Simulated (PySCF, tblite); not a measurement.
**C₃H₁₂Si₄: geometry, infrared bands and NMR shifts**

Aim: predict the infrared bands and NMR shifts of C₃H₁₂Si₄ (`[SiH3][SiH2][C@H]1C=C[SiH2][SiH2]1`).

Programs: tblite 0.8.0 and PySCF 2.14.0, with density-fitted response routines of our own. Each step states its level of theory. These are calculated values for one molecule in the gas phase, unless marked as measured. Atoms are numbered from 0 throughout.

### 1 The starting structure

19 atoms, charge 0, multiplicity 1; geometry from: force field or distance geometry start.

Bonds of the start (Å): Si0–Si1 2.24, Si1–C2 1.88, C2–C3 1.44, C3–C4 1.29, C4–Si5 1.84, Si5–Si6 2.28, Si6–C2 1.88, Si0–H7 1.48, Si0–H8 1.47, Si0–H9 1.49, Si1–H10 1.48, Si1–H11 1.45, C2–H12 1.13, C3–H13 1.14, C4–H14 1.11, Si5–H15 1.45, Si5–H16 1.47, Si6–H17 1.44, Si6–H18 1.45.

### 2 Geometry optimisation with GFN2-xTB

Job settings and geometry (Å):

```
{"job": {"kind": "relax", "xc": "GFN2-xTB", "basis": "xTB"}, "charge": 0, "multiplicity": 1}
Si    -3.167800    -0.774700    -0.448400
Si    -0.971200    -0.886500    -0.858400
C     -0.097800     0.652400    -0.224700
C      0.360200     0.523800     1.137500
C      1.575900     0.194400     1.429900
Si     2.710400    -0.080500     0.005500
Si     1.329400     1.125100    -1.345400
H     -3.506500    -1.408600     0.846000
H     -3.868400    -1.458600    -1.539900
H     -3.607000     0.651100    -0.449400
H     -0.436500    -2.062800    -0.140500
H     -0.754700    -0.978600    -2.285900
H     -0.827400     1.511600    -0.309600
H     -0.374400     0.697000     1.990300
H      1.947600     0.092700     2.469300
H      2.812500    -1.467100    -0.409500
H      3.995700     0.621100     0.140300
H      1.632800     2.529800    -1.307000
H      1.237300     0.527600    -2.662200
```

Command:

```
$ OMP_NUM_THREADS=1 python probes_run.py task.json out
```

One launch serves the whole session: the jobs run in the order shown.

What it wrote:

```text
step      E/eV     max force
  0    -526.90551    3.242
  1    -527.11688    2.139
  2    -527.19349    0.705
  3    -527.23490    0.603
  4    -527.29690    0.658
  5    -527.33943    0.483
  6    -527.38603    0.600
  7    -527.42401    0.535
  8    -527.45243    0.410
  9    -527.46890    0.289
 10    -527.48155    0.236
 11    -527.49099    0.230
 12    -527.49625    0.163
 13    -527.49925    0.130
 14    -527.50165    0.106
 15    -527.50420    0.157
 16    -527.50670    0.144
 17    -527.50836    0.080
 18    -527.50934    0.070
 19    -527.51033    0.094
 20    -527.51194    0.144
 21    -527.51415    0.154
 22    -527.51614    0.094
 23    -527.51726    0.071
 24    -527.51798    0.063
 25    -527.51889    0.086
 26    -527.52018    0.113
 27    -527.52155    0.112
 28    -527.52263    0.092
 29    -527.52348    0.079
 30    -527.52439    0.069
 31    -527.52546    0.071
 32    -527.52651    0.080
 33    -527.52742    0.084
 34    -527.52829    0.069
 35    -527.52919    0.072
 36    -527.53001    0.057
 37    -527.53066    0.054
 38    -527.53120    0.062
 39    -527.53180    0.070
 40    -527.53251    0.059
 41    -527.53324    0.052
 42    -527.53391    0.062
 43    -527.53459    0.076
 44    -527.53544    0.085
 45    -527.53654    0.079
 46    -527.53784    0.088
 47    -527.53925    0.091
 48    -527.54070    0.105
 49    -527.54218    0.100
 50    -527.54377    0.095
 51    -527.54556    0.096
 52    -527.54762    0.116
 53    -527.55001    0.121
 54    -527.55265    0.121
 55    -527.55523    0.130
 56    -527.55752    0.138
 57    -527.55942    0.114
 58    -527.56090    0.085
 59    -527.56136    0.123
 60    -527.56341    0.136
 61    -527.56500    0.127
 62    -527.56967    0.122
 63    -527.57272    0.131
 64    -527.57539    0.133
 65    -527.57791    0.081
 66    -527.57911    0.092
 67    -527.58009    0.086
 68    -527.58112    0.073
 69    -527.58222    0.067
 70    -527.58277    0.071
 71    -527.58345    0.062
 72    -527.58406    0.054
 73    -527.58471    0.062
 74    -527.58522    0.057
 75    -527.58559    0.040
 76    -527.58587    0.034
 77    -527.58614    0.039
 78    -527.58641    0.044
 79    -527.58666    0.040
 80    -527.58685    0.030
 81    -527.58698    0.028
 82    -527.58711    0.037
 83    -527.58730    0.044
 84    -527.58759    0.046
 85    -527.58792    0.042
 86    -527.58816    0.029
 87    -527.58827    0.018
 88    -527.58834    0.018
 89    -527.58842    0.024
 90    -527.58857    0.041
 91    -527.58884    0.056
 92    -527.58927    0.064
 93    -527.58980    0.059
 94    -527.59024    0.039
 95    -527.59054    0.040
 96    -527.59080    0.036
 97    -527.59114    0.057
 98    -527.59163    0.067
 99    -527.59220    0.055
100    -527.59273    0.048
101    -527.59315    0.034
102    -527.59350    0.047
103    -527.59387    0.057
104    -527.59431    0.063
105    -527.59484    0.064
106    -527.59550    0.058
107    -527.59633    0.070
108    -527.59731    0.074
109    -527.59829    0.073
110    -527.59902    0.052
111    -527.59944    0.042
112    -527.59973    0.048
113    -527.60012    0.055
114    -527.60087    0.071
115    -527.60184    0.074
116    -527.60237    0.059
117    -527.60270    0.037
118    -527.60291    0.036
119    -527.60312    0.033
120    -527.60334    0.046
121    -527.60362    0.043
122    -527.60391    0.037
123    -527.60409    0.026
124    -527.60421    0.021
125    -527.60429    0.022
126    -527.60440    0.027
127    -527.60456    0.039
128    -527.60475    0.042
129    -527.60495    0.037
130    -527.60513    0.027
131    -527.60525    0.027
132    -527.60536    0.027
133    -527.60546    0.020
134    -527.60556    0.023
135    -527.60566    0.022
136    -527.60574    0.022
137    -527.60580    0.018
138    -527.60586    0.018
139    -527.60593    0.020
140    -527.60603    0.027
141    -527.60617    0.035
142    -527.60634    0.031
143    -527.60648    0.030
144    -527.60657    0.021
145    -527.60664    0.021
146    -527.60670    0.018
147    -527.60677    0.018
148    -527.60683    0.017
149    -527.60689    0.017
150    -527.60697    0.022
151    -527.60705    0.022
152    -527.60715    0.024
153    -527.60724    0.024
154    -527.60730    0.017
155    -527.60735    0.014
156    -527.60740    0.015
157    -527.60746    0.016
158    -527.60753    0.022
159    -527.60761    0.022
160    -527.60768    0.015
161    -527.60772    0.019
162    -527.60776    0.018
163    -527.60779    0.013
164    -527.60781    0.012
165    -527.60783    0.010
```

It took 2.9 s on 1 thread of Arm Neoverse N1, shared host; peak memory 0.18 GiB.

Step by step: (not every step is listed)

```csv
step,energy from step 0 (eV),largest force (eV/Å)
0,0.0000,3.2417
1,-0.2114,2.1392
2,-0.2880,0.7049
3,-0.3294,0.6029
4,-0.3914,0.6582
5,-0.4339,0.4829
6,-0.4805,0.6001
7,-0.5185,0.5349
8,-0.5469,0.4097
23,-0.6117,0.0715
38,-0.6257,0.0618
53,-0.6445,0.1215
68,-0.6756,0.0735
83,-0.6818,0.0439
98,-0.6861,0.0675
113,-0.6946,0.0548
128,-0.6992,0.0424
143,-0.7010,0.0303
158,-0.7020,0.0224
160,-0.7022,0.0150
161,-0.7022,0.0188
162,-0.7022,0.0177
163,-0.7023,0.0135
164,-0.7023,0.0121
165,-0.7023,0.0095
```

Close pairs (by a distance rule), those that changed most:

```csv
bond,before (Å),after (Å),change (Å)
Si0–Si1,2.237,2.310,+0.072
C3–H13,1.139,1.088,-0.050
C2–Si6,1.875,1.924,+0.048
C2–C3,1.443,1.490,+0.047
Si1–C2,1.880,1.921,+0.042
C3–C4,1.293,1.332,+0.039
C4–Si5,1.842,1.880,+0.038
C2–H12,1.130,1.095,-0.035
```

The final coordinates are the input of the step that follows.

### 3 Infrared spectrum with GFN2-xTB

Job settings and geometry (Å):

```
{"job": {"kind": "ir", "xc": "GFN2-xTB", "basis": "xTB"}, "charge": 0, "multiplicity": 1}
Si    -3.088914    -0.850468    -0.015038
Si    -1.156135    -0.658229    -1.265119
C     -0.038531     0.751276    -0.590467
C      0.151589     0.506570     0.866612
C      1.303559     0.135663     1.422975
Si     2.826804     0.030665     0.325978
Si     1.667864     0.891313    -1.467392
H     -2.880197    -1.596061     1.230059
H     -4.161424    -1.540199    -0.737127
H     -3.638328     0.451478     0.383489
H     -0.343975    -1.885776    -1.241488
H     -1.407837    -0.353016    -2.681493
H     -0.614623     1.674786    -0.713414
H     -0.744779     0.613036     1.474740
H      1.337696    -0.066077     2.484720
H      3.308889    -1.354615     0.223078
H      3.930246     0.810472     0.904951
H      1.889368     2.298349    -1.832911
H      1.648924     0.150085    -2.734122
```

What it wrote:

```text
mode    cm-1     km/mol
  1      33.5      0.03
  2      50.4      0.14
  3      70.4      0.06
  4      90.0      0.52
  5     171.0      1.13
  6     178.2      0.40
  7     305.0      9.75
  8     338.6     24.82
  9     350.7      4.43
 10     385.3     51.59
 11     432.1     46.40
 12     444.9      1.14
 13     470.1      7.31
 14     472.7      1.33
 15     476.6      1.62
 16     518.0     13.23
 17     531.7     16.88
 18     562.5     62.80
 19     576.1    178.77
 20     586.7    248.47
 21     637.0    240.15
 22     671.1    385.63
 23     678.2    189.93
 24     731.4    114.65
 25     774.3    215.87
 26     782.2    371.49
 27     803.2    268.66
 28     814.2    126.28
 29     820.5    148.45
 30     822.7    115.13
 31     830.5     97.94
 32     843.2    164.16
 33     929.6      1.24
 34    1008.3     74.22
 35    1066.5     45.05
 36    1147.6     36.72
 37    1224.4     10.70
 38    1328.8      4.03
 39    1628.6    104.18
 40    2165.7     62.24
 41    2168.2     90.02
 42    2182.9    255.13
 43    2186.9    537.64
 44    2191.0    278.21
 45    2205.5    240.20
 46    2213.2    642.25
 47    2230.4    470.58
 48    2235.2    245.56
 49    2900.9     36.47
 50    2966.9     93.67
 51    3049.3     53.21
```

Wall time 1.8 s (1 thread of Arm Neoverse N1, shared host); peak memory 0.18 GiB.

Which atoms move in the most intense modes:

```csv
cm⁻¹,km/mol,atoms
671,385.6,"H10 39 %, H11 27 %"
782,371.5,"C4 20 %, H14 10 %, H11 10 %"
803,268.7,"H18 25 %, H17 25 %, H15 21 %, H16 21 %"
2183,255.1,H11 75 %
2187,537.6,"H17 43 %, H16 39 %"
2191,278.2,"H15 49 %, H16 27 %"
2213,642.2,H9 80 %
2230,470.6,H7 86 %
```

### 4 Shielding tensors: PBE0/pcSseg-1

Settings changed since step 3:

```diff
@@ -1,2 +1,2 @@
-{"job": {"kind": "ir", "xc": "GFN2-xTB", "basis": "xTB"}, "charge": 0, "multiplicity": 1}
+{"job": {"kind": "nmr", "xc": "PBE0", "basis": "pcSseg-1"}, "charge": 0, "multiplicity": 1}
 Si    -3.088914    -0.850468    -0.015038
```

With the program's defaults for keys left out, this is: GIAO PBE0/pcSseg-1 NMR shielding, non-relativistic, gas phase.

What it wrote:

```text
coarse grid: 17200 points
cycle   1  E = -1278.7054292919  dE =  3.986e-01  |g| = 3.908e-01  |ddm| = 3.969e+00
cycle   2  E = -1278.6813615917  dE =  2.407e-02  |g| = 4.798e-01  |ddm| = 8.588e-01
cycle   3  E = -1278.7457040828  dE = -6.434e-02  |g| = 4.682e-02  |ddm| = 5.762e-01
cycle   4  E = -1278.7463258511  dE = -6.218e-04  |g| = 1.361e-02  |ddm| = 8.042e-02
cycle   5  E = -1278.7463728195  dE = -4.697e-05  |g| = 4.768e-03  |ddm| = 2.217e-02
cycle   6  E = -1278.7463784519  dE = -5.632e-06  |g| = 2.005e-03  |ddm| = 6.986e-03
final grid: 145792 points
cycle   7  E = -1278.7852831021  dE = -1.456e-05  |g| = 7.739e-03  |ddm| = 2.471e-02
cycle   8  E = -1278.7852570874  dE =  2.601e-05  |g| = 1.230e-02  |ddm| = 2.115e-02
cycle   9  E = -1278.7852987856  dE = -4.170e-05  |g| = 1.386e-03  |ddm| = 1.358e-02
cycle  10  E = -1278.7852992491  dE = -4.635e-07  |g| = 3.543e-04  |ddm| = 1.558e-03
cycle  11  E = -1278.7852992833  dE = -3.418e-08  |g| = 4.728e-05  |ddm| = 4.448e-04
cycle  12  E = -1278.7852992838  dE = -5.120e-10  |g| = 2.042e-05  |ddm| = 6.872e-05
converged SCF energy = -1278.7852992838

GIAO shielding tensors (ppm)
atom      isotropic    diamagn.    paramagn.     s11        s22        s33       span
  0 Si     468.736     880.538    -411.802    454.215    470.768    481.226     27.010
  1 Si     415.888     881.526    -465.638    377.078    404.890    465.696     88.618
  2 C      166.953     258.273     -91.321    150.246    156.517    194.095     43.849
  3 C       24.186     258.713    -234.527    -95.351     26.168    141.742    237.093
  4 C       57.982     259.721    -201.738    -48.446     61.584    160.808    209.254
  5 Si     423.352     881.176    -457.825    382.754    413.981    473.319     90.565
  6 Si     416.486     881.087    -464.601    377.592    399.512    472.355     94.762
  7 H       28.156      29.739      -1.583     24.449     26.649     33.371      8.922
  8 H       28.300      28.611      -0.311     24.765     25.537     34.598      9.832
  9 H       28.216      29.782      -1.566     24.786     26.565     33.297      8.511
 10 H       28.084      30.504      -2.420     23.859     28.168     32.226      8.367
 11 H       27.468      30.161      -2.694     23.047     26.313     33.044      9.997
 12 H       29.867      33.559      -3.692     25.346     28.184     36.072     10.725
 13 H       24.694      34.633      -9.939     22.194     23.521     28.365      6.171
 14 H       25.517      31.760      -6.243     23.609     25.185     27.756      4.147
 15 H       27.272      28.938      -1.666     24.137     24.736     32.943      8.806
 16 H       27.422      28.478      -1.057     23.904     24.612     33.749      9.845
 17 H       27.564      29.108      -1.544     23.484     25.123     34.085     10.601
 18 H       27.826      29.465      -1.639     23.784     26.815     32.879      9.095
```

It took 67 s on 1 thread of Arm Neoverse N1, shared host; peak memory 0.94 GiB.

Shifts follow as δ = σ(reference) − σ, with reference shieldings (ppm) from runs at the same level and on the same kind of geometry: 1H TMS 31.72, 13C TMS 186.9, 29Si TMS 349.2. The references are single molecules in the gas phase. Atoms listed in one row are averaged.

```csv
atoms,environment,σ (ppm),δ (ppm),δ scaled to CDCl3
C3,alkene CH,24.2,162.7,156.9
C4,alkene CH,58.0,128.9,123.9
C2,allylic sp3 CH bonded to 2 Si,167.0,20.0,17.6
H13,hydrogen on an alkene CH,24.69,7.02,6.73
H14,hydrogen on an alkene CH,25.52,6.20,5.95
H15,"hydrogen on a silicon bonded to C, Si, in a 5-membered ring",27.27,4.44,–
H16,"hydrogen on a silicon bonded to C, Si, in a 5-membered ring",27.42,4.30,–
H11,"hydrogen on a silicon bonded to C, Si",27.47,4.25,–
H17,"hydrogen on a silicon bonded to C, Si, in a 5-membered ring",27.56,4.15,–
H18,"hydrogen on a silicon bonded to C, Si, in a 5-membered ring",27.83,3.89,–
H10,"hydrogen on a silicon bonded to C, Si",28.08,3.63,–
"H7, H8, H9",hydrogen on a silicon bonded to Si,28.22,3.49,–
H12,hydrogen on an allylic sp3 CH bonded to 2 Si,29.87,1.85,1.85
Si1,"silicon bonded to C, Si, 2 H",415.9,-66.7,–
Si6,"silicon bonded to C, Si, 2 H, in a 5-membered ring",416.5,-67.3,–
Si5,"silicon bonded to C, Si, 2 H, in a 5-membered ring",423.4,-74.2,–
Si0,"silicon bonded to Si, 3 H",468.7,-119.6,–
```

The scaled column applies a straight-line fit of computed shieldings to shifts measured in CDCl3 (root-mean-square error 0.16 ppm for H, 1.9 ppm for C).

The run also stored atomic charges by several schemes (e):

```csv
atoms,Mulliken,IAO,Hirshfeld,ESP fit
Si0,0.14,0.27,0.21,0.21
Si1,0.36,0.46,0.24,0.19
C2,-0.76,-0.62,-0.19,-0.07
C3,-0.14,-0.11,-0.04,-0.22
C4,-0.37,-0.45,-0.16,-0.33
Si5,0.40,0.44,0.24,0.32
Si6,0.36,0.44,0.24,0.11
```

Mayer bond orders: Si0–Si1 0.91, Si1–C2 0.85, C2–C3 1.03, C3–C4 1.91, C4–Si5 0.90, Si5–Si6 0.92, Si6–C2 0.84.

Ring of atoms C2, C3, C4, Si5, Si6: NICS(0) -2.2, NICS(1) -3.0, NICS(1)zz -1.2 ppm (means of both faces).

### 5 Summary of results

| quantity | value |
| --- | --- |
| strongest single infrared mode (GFN2-xTB) | 2213 cm⁻¹, 642 km/mol |
| zero-point energy (GFN2-xTB) | 76.2 kcal/mol |
| 13C shifts against TMS (PBE0/pcSseg-1) | 162.7, 128.9, 20.0 ppm |
| 1H shifts against TMS (PBE0/pcSseg-1, means over atoms taken as alike) | 7.02, 6.20, 4.44, 4.30, 4.25, 4.15, 3.89, 3.63, 3.49, 1.85 ppm |
| 29Si shifts against TMS (PBE0/pcSseg-1) | -66.7, -67.3, -74.2, -119.6 ppm |

What this shows: Over 165 steps the energy fell by 0.702 eV; of the close pairs, Si0–Si1 changed most, 2.237 to 2.310 Å. All 51 modes are real, so the xTB geometry is a minimum. The strongest single mode, at 2213 cm⁻¹, moves mainly H9. Unscaled tight-binding wavenumbers are off by several per cent, some by more. Its intensities can rank the bands wrongly. At PBE0/pcSseg-1: Shielding is most anisotropic at C3 (span 237 ppm, paramagnetic term -235 ppm).
